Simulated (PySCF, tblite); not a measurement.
**C3H9SeSi2 radical: geometry, infrared bands and EPR parameters**

What infrared bands and EPR parameters should C3H9SeSi2 radical (`C=CC[Si@H]([SiH2])[SeH]`) show?

Computed with tblite 0.8.0 and PySCF 2.14.0, with density-fitted response routines of our own, on a single molecule in the gas phase. Atoms count from 0, in the outputs and in this text.

**1. The starting structure**

15 atoms, charge 0, multiplicity 2; geometry from: force field or distance geometry start.

Bonds of the start (Å): C0–C1 1.35, C1–C2 1.50, C2–Si3 1.88, Si3–Si4 2.23, Si3–Se5 2.27, C0–H6 1.08, C0–H7 1.09, C1–H8 1.08, C2–H9 1.11, C2–H10 1.10, Si3–H11 1.48, Si4–H12 1.47, Si4–H13 1.47, Se5–H14 1.53.

**2. Geometry optimisation with GFN2-xTB**

Job settings and geometry (Å):

```
{"job": {"kind": "relax", "xc": "GFN2-xTB", "basis": "xTB"}, "charge": 0, "multiplicity": 2}
C      1.514600    -1.876300     0.238500
C      1.204100    -0.930600    -0.674500
C      1.023500     0.499000    -0.275100
Si    -0.601400     0.749800     0.634500
Si    -2.311100     0.132100    -0.652800
Se    -0.832800     2.938800     1.203700
H      1.656200    -2.898400    -0.077700
H      1.608300    -1.619500     1.296100
H      1.143700    -1.216100    -1.711200
H      0.979900     1.126200    -1.191000
H      1.856700     0.845800     0.352200
H     -0.603500    -0.079300     1.866200
H     -2.313200     0.964700    -1.864100
H     -2.144700    -1.279500    -1.038000
H     -2.184700     2.651200     1.871300
```

The run is started by

```console
$ OMP_NUM_THREADS=1 python probes_run.py task.json out
```

This one command runs all jobs of the session in turn.

Log:

```text
step      E/eV     max force
  0    -477.70085    2.020
  1    -477.80106    1.484
  2    -477.86819    0.452
  3    -477.89258    0.437
  4    -477.90535    0.358
  5    -477.92376    0.419
  6    -477.93793    0.345
  7    -477.95008    0.291
  8    -477.96046    0.268
  9    -477.97033    0.265
 10    -477.97905    0.327
 11    -477.98678    0.293
 12    -477.99150    0.163
 13    -477.99389    0.176
 14    -477.99599    0.146
 15    -477.99813    0.152
 16    -478.00019    0.126
 17    -478.00223    0.122
 18    -478.00465    0.131
 19    -478.00758    0.191
 20    -478.01055    0.214
 21    -478.01346    0.199
 22    -478.01673    0.169
 23    -478.02067    0.155
 24    -478.02532    0.164
 25    -478.03004    0.164
 26    -478.03398    0.136
 27    -478.03741    0.148
 28    -478.04058    0.142
 29    -478.04302    0.130
 30    -478.04493    0.110
 31    -478.04667    0.102
 32    -478.04853    0.130
 33    -478.05061    0.154
 34    -478.05276    0.165
 35    -478.05493    0.160
 36    -478.05722    0.129
 37    -478.05939    0.116
 38    -478.06098    0.100
 39    -478.06212    0.074
 40    -478.06310    0.077
 41    -478.06392    0.072
 42    -478.06469    0.075
 43    -478.06552    0.088
 44    -478.06652    0.113
 45    -478.06781    0.118
 46    -478.06948    0.094
 47    -478.07120    0.088
 48    -478.07215    0.078
 49    -478.07291    0.078
 50    -478.07347    0.053
 51    -478.07397    0.057
 52    -478.07446    0.060
 53    -478.07500    0.054
 54    -478.07557    0.059
 55    -478.07617    0.061
 56    -478.07684    0.063
 57    -478.07765    0.087
 58    -478.07863    0.094
 59    -478.07959    0.082
 60    -478.08032    0.079
 61    -478.08088    0.074
 62    -478.08138    0.057
 63    -478.08194    0.059
 64    -478.08250    0.049
 65    -478.08287    0.047
 66    -478.08323    0.048
 67    -478.08363    0.046
 68    -478.08400    0.040
 69    -478.08427    0.037
 70    -478.08451    0.041
 71    -478.08479    0.049
 72    -478.08511    0.038
 73    -478.08538    0.031
 74    -478.08555    0.032
 75    -478.08569    0.028
 76    -478.08589    0.037
 77    -478.08617    0.037
 78    -478.08644    0.043
 79    -478.08667    0.036
 80    -478.08688    0.035
 81    -478.08720    0.048
 82    -478.08763    0.050
 83    -478.08805    0.051
 84    -478.08833    0.039
 85    -478.08853    0.040
 86    -478.08882    0.045
 87    -478.08928    0.046
 88    -478.08978    0.052
 89    -478.09017    0.041
 90    -478.09042    0.034
 91    -478.09062    0.031
 92    -478.09087    0.049
 93    -478.09116    0.051
 94    -478.09127    0.033
 95    -478.09149    0.039
 96    -478.09156    0.032
 97    -478.09164    0.018
 98    -478.09170    0.015
 99    -478.09174    0.014
100    -478.09177    0.018
101    -478.09183    0.021
102    -478.09193    0.018
103    -478.09205    0.021
104    -478.09217    0.024
105    -478.09229    0.029
106    -478.09243    0.028
107    -478.09258    0.025
108    -478.09271    0.023
109    -478.09280    0.025
110    -478.09287    0.024
111    -478.09298    0.023
112    -478.09312    0.024
113    -478.09328    0.032
114    -478.09342    0.035
115    -478.09351    0.021
116    -478.09358    0.024
117    -478.09363    0.021
118    -478.09371    0.022
119    -478.09380    0.027
120    -478.09392    0.033
121    -478.09402    0.024
122    -478.09409    0.016
123    -478.09413    0.013
124    -478.09418    0.017
125    -478.09424    0.021
126    -478.09431    0.022
127    -478.09437    0.019
128    -478.09444    0.020
129    -478.09452    0.021
130    -478.09463    0.030
131    -478.09477    0.039
132    -478.09490    0.036
133    -478.09503    0.042
134    -478.09516    0.035
135    -478.09536    0.032
136    -478.09550    0.035
137    -478.09565    0.026
138    -478.09576    0.028
139    -478.09587    0.030
140    -478.09597    0.028
141    -478.09609    0.029
142    -478.09624    0.023
143    -478.09640    0.023
144    -478.09655    0.021
145    -478.09663    0.042
146    -478.09669    0.021
147    -478.09675    0.018
148    -478.09682    0.022
149    -478.09687    0.024
150    -478.09692    0.015
151    -478.09694    0.012
152    -478.09697    0.010
153    -478.09700    0.013
154    -478.09703    0.019
155    -478.09707    0.024
156    -478.09704    0.037
157    -478.09712    0.012
158    -478.09713    0.010
159    -478.09716    0.011
160    -478.09718    0.012
161    -478.09726    0.015
162    -478.09741    0.025
163    -478.09773    0.046
164    -478.09808    0.050
165    -478.09582    0.265
166    -478.09497    0.285
167    -478.09219    0.509
168    -478.09648    0.212
169    -478.10014    0.095
170    -478.09951    0.196
171    -478.10075    0.042
172    -478.10086    0.031
173    -478.10097    0.023
174    -478.10114    0.029
175    -478.10119    0.026
176    -478.10126    0.022
177    -478.10135    0.019
178    -478.10139    0.017
179    -478.10147    0.015
180    -478.10153    0.019
181    -478.10159    0.017
182    -478.10163    0.013
183    -478.10165    0.009
```

Run time: 2.5 s. Hardware: 1 thread of Arm Neoverse N1, shared host; peak memory 0.18 GiB.

Along the way: (not every step is listed)

```csv
step,energy from step 0 (eV),largest force (eV/Å)
0,0.0000,2.0204
1,-0.1002,1.4843
2,-0.1673,0.4516
3,-0.1917,0.4374
4,-0.2045,0.3575
5,-0.2229,0.4185
6,-0.2371,0.3450
7,-0.2492,0.2913
8,-0.2596,0.2684
25,-0.3292,0.1637
42,-0.3638,0.0746
59,-0.3787,0.0824
76,-0.3850,0.0372
93,-0.3903,0.0505
110,-0.3920,0.0241
127,-0.3935,0.0190
144,-0.3957,0.0214
161,-0.3964,0.0150
178,-0.4005,0.0169
179,-0.4006,0.0150
180,-0.4007,0.0194
181,-0.4007,0.0170
182,-0.4008,0.0133
183,-0.4008,0.0087
```

Distances of close pairs at the start and the end, largest changes first:

| bond | before (Å) | after (Å) | change (Å) |
| --- | --- | --- | --- |
| Se5–H14 | 1.535 | 1.431 | -0.104 |
| Si3–Se5 | 2.274 | 2.349 | +0.075 |
| Si3–Si4 | 2.228 | 2.287 | +0.059 |
| C2–Si3 | 1.879 | 1.913 | +0.034 |
| C0–C1 | 1.351 | 1.321 | -0.030 |
| C2–H9 | 1.111 | 1.092 | -0.019 |
| C0–H7 | 1.092 | 1.078 | -0.015 |
| C1–C2 | 1.495 | 1.481 | -0.014 |

The final coordinates are the input of the step that follows.

**3. Infrared spectrum with GFN2-xTB**

Job settings and geometry (Å):

```
{"job": {"kind": "ir", "xc": "GFN2-xTB", "basis": "xTB"}, "charge": 0, "multiplicity": 2}
C      1.926316    -1.916125     0.336875
C      1.211674    -1.099810    -0.416528
C      1.044532     0.349844    -0.161136
Si    -0.721162     0.672203     0.500216
Si    -2.363725     0.037266    -0.958683
Se    -0.707507     2.955931     1.049173
H      2.001425    -2.969540     0.129641
H      2.476094    -1.557844     1.191935
H      0.666384    -1.484650    -1.269672
H      1.193844     0.916019    -1.082419
H      1.780344     0.694336     0.567247
H     -0.838974     0.022809     1.817364
H     -3.642089     0.747945    -0.989780
H     -2.009671    -0.261186    -2.347943
H     -2.021899     2.900793     1.611798
```

Log:

```text
mode    cm-1     km/mol
  1      35.1      0.62
  2      42.5      2.17
  3      65.4      0.55
  4      91.7      1.94
  5      94.6      2.51
  6     116.8     12.77
  7     141.5     11.64
  8     212.5      4.81
  9     325.3     69.29
 10     364.9      4.82
 11     389.4     19.68
 12     413.0      4.14
 13     497.4     15.31
 14     559.2     31.72
 15     586.5     46.46
 16     614.5    141.58
 17     642.7    318.72
 18     755.3     52.75
 19     785.4    296.24
 20     801.6      7.14
 21     883.6     17.25
 22     954.5     18.68
 23    1017.6      8.14
 24    1053.5     23.35
 25    1177.5     48.33
 26    1199.4     13.38
 27    1302.1      8.28
 28    1412.8      8.53
 29    1458.4      1.18
 30    1710.6     35.39
 31    2112.3    378.58
 32    2144.4    201.42
 33    2236.1    205.46
 34    2251.8    332.76
 35    2961.3     32.18
 36    2974.8     23.28
 37    3042.1     45.01
 38    3099.8     21.12
 39    3128.1     45.24
```

Wall time 0.99 s (1 thread of Arm Neoverse N1, shared host); peak memory 0.18 GiB.

The strongest bands and the atoms that carry them (share of the mass-weighted mode):

| cm⁻¹ | km/mol | atoms |
| --- | --- | --- |
| 325 | 69.3 | Si3 48 %, Se5 13 %, Si4 11 % |
| 614 | 141.6 | H11 46 %, Si3 12 % |
| 643 | 318.7 | H11 86 % |
| 785 | 296.2 | H13 32 %, H12 31 %, H9 11 % |
| 2112 | 378.6 | H14 99 % |
| 2144 | 201.4 | H11 96 % |
| 2236 | 205.5 | H13 91 % |
| 2252 | 332.8 | H12 91 % |

**4. g tensor and hyperfine couplings: B3LYP/def2-TZVP-core+pcH-1**

Settings changed since step 3:

```diff
@@ -1,2 +1,2 @@
-{"job": {"kind": "ir", "xc": "GFN2-xTB", "basis": "xTB"}, "charge": 0, "multiplicity": 2}
+{"job": {"kind": "epr", "basis": "pcH-1"}, "charge": 0, "multiplicity": 2}
 C      1.926316    -1.916125     0.336875
```

Method: UKS B3LYP, def2-TZVP-core on Se, pcH-1 on C H Si, non-relativistic, mean-field spin-orbit, GIAO.

Log:

```text
UKS, coarse grid
  cycle   1  E = -3100.24384300  |g| = 1.47e+00
  cycle   2  E = -3100.23248538  |g| = 5.91e-01
  cycle   3  E = -3100.28085391  |g| = 3.18e-01
  cycle   4  E = -3100.32267762  |g| = 6.01e-02
  cycle   5  E = -3100.32416832  |g| = 1.35e-02
  cycle   6  E = -3100.32422474  |g| = 7.20e-03
  cycle   7  E = -3100.32425023  |g| = 1.42e-03
  cycle   8  E = -3100.32425171  |g| = 4.62e-04
UKS, final grid
  cycle   1  E = -3100.32422648  |g| = 5.66e-04
  cycle   2  E = -3100.32422628  |g| = 8.69e-04
  cycle   3  E = -3100.32422666  |g| = 1.10e-04
  cycle   4  E = -3100.32422667  |g| = 3.63e-05
  cycle   5  E = -3100.32422667  |g| = 1.43e-05
E = -3100.32422667 Eh   <S^2> = 0.7531 (exact 0.7500)
g shifts (ppm)      1          2          3
  rmc          -131       -131       -131
  gc             32         28         25
  oz_so       -3283        518       2378
  total       -3381        415       2273
hyperfine (MHz)  atom isotope    a_iso     a_fc   dipolar eigenvalues
    0   13C       0.89       0.89     -0.80     -0.50      1.30
    1   13C      -0.48      -0.49     -0.69     -0.06      0.75
    2   13C       4.61       4.60     -0.82     -0.66      1.48
    3  29Si     -18.85     -18.69     -6.73      0.80      5.92
    4  29Si    -268.93    -269.80   -178.19     88.43     89.75
    5  77Se       7.48       7.84    -33.85    -31.02     64.88
    6    1H      -0.49      -0.49     -0.64     -0.29      0.93
    7    1H      -0.51      -0.51     -0.57     -0.31      0.88
    8    1H       1.06       1.06     -1.71     -1.39      3.10
    9    1H      -0.19      -0.19     -1.38     -1.11      2.49
   10    1H       2.68       2.68     -1.01     -0.52      1.54
   11    1H       4.53       4.54     -2.33     -1.23      3.56
   12    1H     -12.52     -12.56    -10.74      2.54      8.20
   13    1H     -14.01     -14.04    -10.89      2.57      8.32
   14    1H      -1.03      -1.14     -2.22     -0.09      2.31
```

Run time: 6.7 min. Hardware: 1 thread of Arm Neoverse N1, shared host; peak memory 1.3 GiB.

Principal g values 1.99894, 2.00273, 2.00459; g(iso) = 2.00209, against 2.00232 for a free electron.

Mean a(iso) over the nuclei that a row names, and the largest dipolar term of the row (other rows stand at the frozen geometry):

| nuclei | isotope | a(iso) (MHz) | a(iso) (G, at g = 2.0023) | largest dipolar term (MHz) |
| --- | --- | --- | --- | --- |
| Si4 | 29Si | -268.9 | -96.0 | -178.2 |
| Si3 | 29Si | -18.8 | -6.7 | -6.7 |
| H12, H13 | 1H | -13.3 | -4.7 | -10.9 |
| Se5 | 77Se | 7.5 | 2.7 | 64.9 |
| C2 | 13C | 4.6 | 1.6 | 1.5 |
| H11 | 1H | 4.5 | 1.6 | 3.6 |
| H10 | 1H | 2.7 | 1.0 | 1.5 |
| H8 | 1H | 1.1 | 0.4 | 3.1 |
| H14 | 1H | -1.0 | -0.4 | 2.3 |
| C0 | 13C | 0.9 | 0.3 | 1.3 |
| H7 | 1H | -0.5 | -0.2 | 0.9 |
| H6 | 1H | -0.5 | -0.2 | 0.9 |
| C1 | 13C | -0.5 | -0.2 | 0.7 |
| H9 | 1H | -0.2 | -0.1 | 2.5 |

Mulliken spin populations:

C0 0.01; C1 0.00; C2 0.00; Si3 0.01; Si4 0.98; Se5 0.05; H6 0.00; H7 0.00; H8 0.00; H9 0.00; H10 0.00; H11 0.00; H12 -0.03; H13 -0.03; H14 0.00

In first order the couplings over 0.8 MHz of 1H give 48 distinct lines over 12.8 G, if the averaged nuclei exchange fast.

Orbitals, density, ELF and potential are computed afterwards from the orbital file.

ELF in a plane through or near 7 of the atoms.

Ten even steps from ' ' (0.00) to '@' (1.00):
```
                                                        
                                                        
                                                        
                              ..::::..                  
                            ..==++**==::::==++--        
                    ..      --**##**----%%@@@@@@++      
        ::**++    ..====    ::**==--##..@@@@@@@@%%..    
      ::@@@@@@++....==++..  ..****..++..@@@@@@@@##      
      ==@@@@@@%%==++++++..  ..##@@##==--++%%%%##::      
      ..**%%@@::--@@%%++....::::==%%%%++..              
          --**--==**++::..--..==##..==::                
        ..##@@@@@@--    ..::--..::..==::..----..        
        ::@@@@@@@@..      ..------++++--++@@@@##..      
          **@@@@++            ..::++++++@@@@@@@@--      
            ....                ==####**##@@@@%%::      
                              ::**####**==----..        
                              ..==****++--              
                                ..--==--..              
                                                        
                                                        
```
The map spans 12.0 Å across and 10.5 Å up, centred on the molecule. Atoms in the plane (x, y in Å): C0 (-2.7, 0.1), Si3 (1.0, -0.4), Si4 (1.9, 1.6), H6 (-3.4, 0.8), H7 (-2.9, -1.0), H12 (3.4, 1.8), H14 (3.3, -2.0).

On the surface of density 0.002 e/bohr³ the electrostatic potential runs, from the 1st to the 99th percentile, from -0.77 V near Se5 to 1.12 V near H14.

The spin density lies nearest to Si4 64 %; H12, H13 about 10 % each.

**5. Results**

| quantity | value |
| --- | --- |
| strongest single infrared mode (GFN2-xTB) | 2112 cm⁻¹, 379 km/mol |
| zero-point energy (GFN2-xTB) | 62.4 kcal/mol |
| g(iso) (B3LYP) | 2.00209 |
| ⟨S²⟩ | 0.753 (exact 0.75) |
| largest a(iso) (averaged by class) | 29Si on Si4, -268.9 MHz |
| surface potential, 1st and 99th percentile | -0.77 V and 1.12 V |

**Reading.** Over 183 steps the energy fell by 0.401 eV; of the close pairs, Se5–H14 changed most, 1.535 to 1.431 Å. All 39 modes are real, so the xTB geometry is a minimum. The strongest single mode, at 2112 cm⁻¹, moves mainly H14. Unscaled tight-binding wavenumbers are off by several per cent, some by more. Its intensities can rank the bands wrongly. Most of the unpaired spin sits on Si4 (0.98 e). The isotropic g lies 0.2 ppt below the free-electron value. The hyperfine terms hold no scalar relativity, which the heavier nuclei need.
